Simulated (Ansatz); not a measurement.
# Nb2AlC (P6_3/mmc): equation of state with a fit, by script

Where is the equilibrium volume of Nb2AlC (P6_3/mmc), and how stiff is it? Aim: an equation of state with a fit, for Nb2AlC (P6_3/mmc), run from a script.

Computed with Ansatz 0.2.0, driven from Python. Level of theory: DFT LDA, plane waves, PAW.

## Step 1: The system

It takes space group P6_3/mmc (No. 194, hexagonal). Conventional cell: a = 3.123 Å, b = 3.123 Å, c = 13.938 Å, α = 90.00°, β = 90.00°, γ = 120.00°. Around Al (site symmetry -6m2) lie 6 Nb at 2.87 Å and 6 Al at 3.12 Å. Around Nb (site symmetry 3m) lie 3 C at 2.19 Å. Around C (site symmetry -3m) lie 6 Nb at 2.19 Å.

The script holds or builds the structure itself.

## Step 2: The script

Input file eos_nb2alc.py:

```python
# -*- coding: utf-8 -*-
"""Equation of state of Nb2AlC."""

import warnings

import ansatz
import numpy as np
from scipy.optimize import curve_fit

vectors0 = np.array([
    [3.12257, 0.0, 0.0],
    [-1.561285, 2.704225, 0.0],
    [0.0, 0.0, 13.938066],
])
sites = [
    ("Al", (1 / 3, 2 / 3, 0.75)),
    ("Al", (2 / 3, 1 / 3, 0.25)),
    ("Nb", (1 / 3, 2 / 3, 0.089749)),
    ("Nb", (2 / 3, 1 / 3, 0.589749)),
    ("Nb", (2 / 3, 1 / 3, 0.910251)),
    ("Nb", (1 / 3, 2 / 3, 0.410251)),
    ("C", (0.0, 0.0, 0.0)),
    ("C", (0.0, 0.0, 0.5)),
]


def make_crystal(cell):
    crystal = ansatz.Crystal(lattice=ansatz.Lattice.of(cell))
    for symbol, position in sites:
        crystal = crystal.atom(symbol, position)
    return crystal

def vinet(v, e0, v0, b0, b1):
    eta = (v / v0) ** (1 / 3)
    return e0 + 2 * b0 * v0 / (b1 - 1) ** 2 * (2 - (5 + 3 * b1 * (eta - 1) - 3 * eta) * np.exp(-1.5 * (b1 - 1) * (eta - 1)))


def main():
    warnings.simplefilter("ignore", ansatz.DeckWarning)

    # uniform scaling of the cell
    volumes, energies = [], []
    for scale in np.linspace(0.94, 1.06, 7):
        cell = vectors0 * scale ** (1 / 3)
        base = (
            make_crystal(cell).calculation()
            .functional("LDA")
            .occupations("fermi_dirac", width=0.1)
            .basis(500)
            .kpoints(10, 10, 2)
        )
        rep = base.run(threads=1, pin="off").report
        volumes.append(abs(np.linalg.det(cell)) / len(sites))
        energies.append(rep["free_energy_ev"] / len(sites))
        print(f"V = {volumes[-1]:8.4f} A^3/atom  F = {energies[-1]:.5f} eV/atom")

    guess = (min(energies), volumes[int(np.argmin(energies))], 0.5, 4.5)
    (e0, v0, b0, b1), _ = curve_fit(vinet, np.array(volumes), np.array(energies), p0=guess, maxfev=20000)
    print(f"Vinet fit: V0 = {v0:.4f} A^3/atom, B0 = {160.21766 * b0:.1f} GPa, B1 = {b1:.2f}")
    print("largest residual", round(1000 * float(np.abs(vinet(np.array(volumes), e0, v0, b0, b1) - energies).max()), 3), "meV/atom")


if __name__ == "__main__":
    main()
```

## Step 3: The calls as engine input

The engine receives this input (first run):

```yaml
crystal:
  lattice:
    - [3.058826195491951, 0.0, 0.0]
    - [-1.5294130977459754, 2.6490212448413395, 0.0]
    - [0.0, 0.0, 13.653535835960671]
  atoms:
    - { symbol: Al, position: [0.3333333333333333, 0.6666666666666666, 0.75] }
    - { symbol: Al, position: [0.6666666666666666, 0.3333333333333333, 0.25] }
    - { symbol: Nb, position: [0.3333333333333333, 0.6666666666666666, 0.089749] }
    - { symbol: Nb, position: [0.6666666666666666, 0.3333333333333333, 0.589749] }
    - { symbol: Nb, position: [0.6666666666666666, 0.3333333333333333, 0.910251] }
    - { symbol: Nb, position: [0.3333333333333333, 0.6666666666666666, 0.410251] }
    - { symbol: C, position: [0.0, 0.0, 0.0] }
    - { symbol: C, position: [0.0, 0.0, 0.5] }
basis:
  ecutwfc: 500.0
kpoints:
  mp_grid:
    grid: [10, 10, 2]
hamiltonian:
  xc: lda
scf:
  occupations:
    method: fermi_dirac
    width: 0.1
```

## Step 4: The run

Command:

```
python eos_nb2alc.py
```

**Question.** Where does the minimum lie against the volume typed, and how stiff is the crystal?

The runs gave:

| quantity | value |
| --- | --- |
| runs compared | 7 |
| range of energy | 100.18 meV/atom |
| lowest point, volume (Å³/atom) | 14.123 |
| equilibrium volume (fit) | 14.04 Å³/atom |
| bulk modulus (fit) | 225 GPa |

**Reading.** A third-order Birch-Murnaghan fit through the 7 points (the script's own form may differ a little) has its minimum at 14.04 Å³ an atom, 4.5 % below the typed cell, with a bulk modulus of 225 GPa and dB/dP = 4.2. From that minimum the energy rises by 2.4 meV an atom on the compressed side and 100.5 meV on the expanded side. The window is off centre, so dB/dP is rough. Absolute energies stand on the zero of these potentials, so only differences at equal settings mean something. Shape and fractional positions are held along the curve, so the bulk modulus is an upper value where they are free to relax. The mesh is modest for a metal, so energies are good to some meV an atom at best, and derived values to several per cent. The smearing is wide enough that free energy and stress hold a thermal part of the electrons. The structure comes from a database of computed cells and needn't be a stable or known phase.
